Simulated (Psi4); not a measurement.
# DLPNO-MP2/def2-SVPD (density fitting, core potential, density fitting for correlation, pno convergence loose) run of InH3F− ([InFH3]-)

Aim: the energy difference between two shapes of InH3F− ([InFH3]-) at DLPNO-MP2/def2-SVPD (density fitting, core potential, density fitting for correlation, pno convergence loose), from 2 runs. 

Program for the calculation: Psi4 1.11.

3 further runs of the same task are left out: 3 set aside as unsound or not needed.

### 1 The molecule

The species is InH3F− (5 atoms), meant as a singlet with charge -1. SMILES: `[H][In-]([H])([H])[F]`. The shape comes from GFN2-xTB, which is rough for such elements, and wasn't checked as a minimum.

Bond lengths: In1–F2 2.018 Å, In1–H3 1.705 Å, In1–H4 1.704 Å, In1–H5 1.706 Å. Angles: F2–In1–H3 105.4°, F2–In1–H4 105.3°, F2–In1–H5 105.1°, H3–In1–H4 113.6°, H3–In1–H5 113.4°, H4–In1–H5 113.0°.

### 2 A single-point energy at DLPNO-MP2/def2-SVPD (density fitting, core potential, density fitting for correlation, pno convergence loose)

Contents of fh3in.xyz:

```xyz
5
FH3In
In     0.001730     0.003130    -0.134360
F      0.009540    -0.019260     1.883540
H      1.643850     0.009670    -0.593190
H     -0.832240     1.425350    -0.564970
H     -0.822880    -1.418880    -0.591010
```

Contents of run.py:

```python
import psi4

psi4.set_memory('1600 MB')
psi4.set_num_threads(1)
psi4.core.set_output_file('fh3in.out', False)

with open('fh3in.xyz') as f:
    atoms = ''.join(f.readlines()[2:])
mol = psi4.geometry('-1 1\n' + atoms + 'symmetry c1\nno_reorient\nno_com')

options = {'basis': 'def2-SVPD', 'reference': 'rhf', 'scf_type': 'df', 'num_frozen_docc': 5, 'pno_convergence': 'loose'}
psi4.set_options(options)

E = psi4.energy('dlpno-mp2')
print(f'dlpno-mp2 energy: {E:.10f} Eh')
for k, v in sorted(psi4.core.scalar_variables().items()):
    print(f'{k:45s} {v:18.10f}')
```

Run with:

```console
python run.py
```

fh3in.out:

```text
[...]
    !!!  WARNING: ECP capability is in beta. Please check occupations closely.  !!!
[...]
  Running in c1 symmetry.
[...]
  Nuclear repulsion =   74.489243747919261
[...]
  Multiplicity = 1
[...]
  Nalpha       = 17
  Nbeta        = 17
[...]
    Number of basis functions: 79
[...]
   @DF-RHF iter   1:  -290.22767028342082   -1.50124e+00   6.43465e-03 ADIIS/DIIS
[...]
    Orbital Energies [Eh]
    ---------------------
    Doubly Occupied:
       1A    -25.990791     2A     -5.159568     3A     -3.416510
       4A     -3.415547     5A     -3.415534     6A     -1.232555
       7A     -0.808828     8A     -0.808758     9A     -0.806084
      10A     -0.799220    11A     -0.799199    12A     -0.411594
      13A     -0.355274    14A     -0.355257    15A     -0.308175
      16A     -0.203164    17A     -0.202340
[...]
  @DF-RHF Final Energy:  -290.34343604262705
   => Energetics <=
    Nuclear Repulsion Energy =             74.4892437479192608
    One-Electron Energy =                -632.6885626206237703
    Two-Electron Energy =                 267.8558828300774053
    Total Energy =                       -290.3434360426270473
[...]
 Multipole Moments:
 ------------------------------------------------------------------------------------
     Multipole            Electronic (a.u.)      Nuclear  (a.u.)        Total (a.u.)
 ------------------------------------------------------------------------------------
 L = 1.  Multiply by 2.5417464519 to convert [e a0] to [Debye]
 Dipole X            :         -0.2080445            0.2096084            0.0015639
 Dipole Y            :          0.1889253           -0.1728532            0.0160720
 Dipole Z            :        -24.3922393           23.3969448           -0.9952944
 Magnitude           :                                                    0.9954254
[...]
  @LMP2 iter   5:  -0.335841619783 -1.756e-08  6.943e-07
[...]
```

On the terminal:

```text
dlpno-mp2 energy: -290.6793429503 Eh
CURRENT CORRELATION ENERGY                         -0.3359069077
CURRENT ENERGY                                   -290.6793429503
CURRENT REFERENCE ENERGY                         -290.3434360426
CUSTOM SCS-MP2 CORRELATION ENERGY                  -0.3317178626
CUSTOM SCS-MP2 TOTAL ENERGY                      -290.6751539053
DD SOLVATION ENERGY                                 0.0000000000
HF KINETIC ENERGY                                 174.5892550828
HF POTENTIAL ENERGY                              -464.9326911254
HF TOTAL ENERGY                                  -290.3434360426
HF VIRIAL RATIO                                     2.6630086193
MP2 CORRELATION ENERGY                             -0.3359069077
MP2 DOUBLES ENERGY                                 -0.3359069077
MP2 OPPOSITE-SPIN CORRELATION ENERGY               -0.2535530518
MP2 SAME-SPIN CORRELATION ENERGY                   -0.0823626015
MP2 SINGLES ENERGY                                  0.0000000000
MP2 TOTAL ENERGY                                 -290.6793429503
NUCLEAR REPULSION ENERGY                           74.4892437479
ONE-ELECTRON ENERGY                              -632.6885626206
PCM POLARIZATION ENERGY                             0.0000000000
PE ENERGY                                           0.0000000000
SCF ITERATION ENERGY                             -290.3434360426
SCF ITERATIONS                                     10.0000000000
SCF TOTAL ENERGY                                 -290.3434360426
SCS-MP2 CORRELATION ENERGY                         -0.3317178626
SCS-MP2 TOTAL ENERGY                             -290.6751539053
TWO-ELECTRON ENERGY                               267.8558828301
```

Wall time 1.8 s (1 thread of Intel Xeon 6975P-C (Granite Rapids), shared host); peak memory 0.23 GiB.

### 3 The distorted shape

Contents of fh3in_ase.py:

```python
import numpy as np
from ase.calculators.psi4 import Psi4
from ase import Atoms

atoms = Atoms(['In', 'F', 'H', 'H', 'H'], positions=[
    [-0.084675, 0.031106, -0.079618],
    [0.016373, 0.158294, 2.009929],
    [1.765734, -0.134417, -0.637984],
    [-0.695808, 1.511083, -0.566629],
    [-0.800601, -1.438524, -0.481578],
])
calc = Psi4(atoms=atoms, method='dlpno-mp2', basis='def2-SVPD', memory='1600MB', num_threads=1, charge=-1, multiplicity=1, label='psi4-calc', reference='rhf')
calc.psi4.set_options({'scf_type': 'df', 'num_frozen_docc': 5, 'pno_convergence': 'loose'})
atoms.calc = calc

print(f'energy: {atoms.get_potential_energy():.6f} eV')
```

Run with:

```console
python fh3in_ase.py
```

psi4-calc.dat:

```text
[...]
    !!!  WARNING: ECP capability is in beta. Please check occupations closely.  !!!
[...]
  Running in c1 symmetry.
[...]
  Nuclear repulsion =   71.866714658627345
[...]
  Multiplicity = 1
[...]
  Nalpha       = 17
  Nbeta        = 17
[...]
    Number of basis functions: 79
[...]
   @DF-RHF iter   1:  -290.22757044661171   -1.55763e+00   6.34253e-03 ADIIS/DIIS
[...]
    Orbital Energies [Eh]
    ---------------------
    Doubly Occupied:
       1A    -25.990041     2A     -5.174529     3A     -3.431347
       4A     -3.430486     5A     -3.430213     6A     -1.223930
       7A     -0.822597     8A     -0.822326     9A     -0.817914
      10A     -0.814044    11A     -0.812694    12A     -0.404351
      13A     -0.350750    14A     -0.349257    15A     -0.310425
      16A     -0.224997    17A     -0.183292
[...]
  @DF-RHF Final Energy:  -290.33967265620220
   => Energetics <=
    Nuclear Repulsion Energy =             71.8667146586273446
    One-Electron Energy =                -627.2263877718526146
    Two-Electron Energy =                 265.0200004570231158
    Total Energy =                       -290.3396726562021968
[...]
 Multipole Moments:
 ------------------------------------------------------------------------------------
     Multipole            Electronic (a.u.)      Nuclear  (a.u.)        Total (a.u.)
 ------------------------------------------------------------------------------------
 L = 1.  Multiply by 2.5417464519 to convert [e a0] to [Debye]
 Dipole X            :         -2.2921458            1.5930237           -0.6991221
 Dipole Y            :         -0.8274061            0.8406379            0.0132318
 Dipole Z            :        -16.1864946           15.3873649           -0.7991298
 Magnitude           :                                                    1.0618640
[...]
  @LMP2 iter   5:  -0.335962190945 -2.080e-08  8.796e-07
[...]
```

On the terminal:

```text
energy: -7909.688671 eV
```

Wall time 1.8 s (1 thread of Intel Xeon 6975P-C (Granite Rapids), shared host); peak memory 0.23 GiB.

### 4 Results

Level: DLPNO-MP2/def2-SVPD (density fitting, core potential, density fitting for correlation, pno convergence loose), 5 core orbitals frozen.

```
                                                              quantity          value
                                             first shape: total energy  -290.67934 Eh
                      first shape: HOMO energy (Hartree–Fock orbitals)       -5.51 eV
                      first shape: LUMO energy (Hartree–Fock orbitals)        4.99 eV
    first shape: HOMO–LUMO gap (to an unbound level, set by the basis)       10.50 eV
              first shape: correlation energy (5 core orbitals frozen)     -335.9 mEh
                                         distorted shape: total energy  -290.67570 Eh
                  distorted shape: HOMO energy (Hartree–Fock orbitals)       -4.99 eV
                  distorted shape: LUMO energy (Hartree–Fock orbitals)        4.99 eV
distorted shape: HOMO–LUMO gap (to an unbound level, set by the basis)        9.98 eV
          distorted shape: correlation energy (5 core orbitals frozen)     -336.0 mEh
                                energy change with the atoms displaced       0.099 eV
```

**Reading.** With the atoms displaced the energy rises by 0.10 eV (9.6 kJ/mol). The first shape isn't relaxed at this level, so the change isn't measured from a minimum.
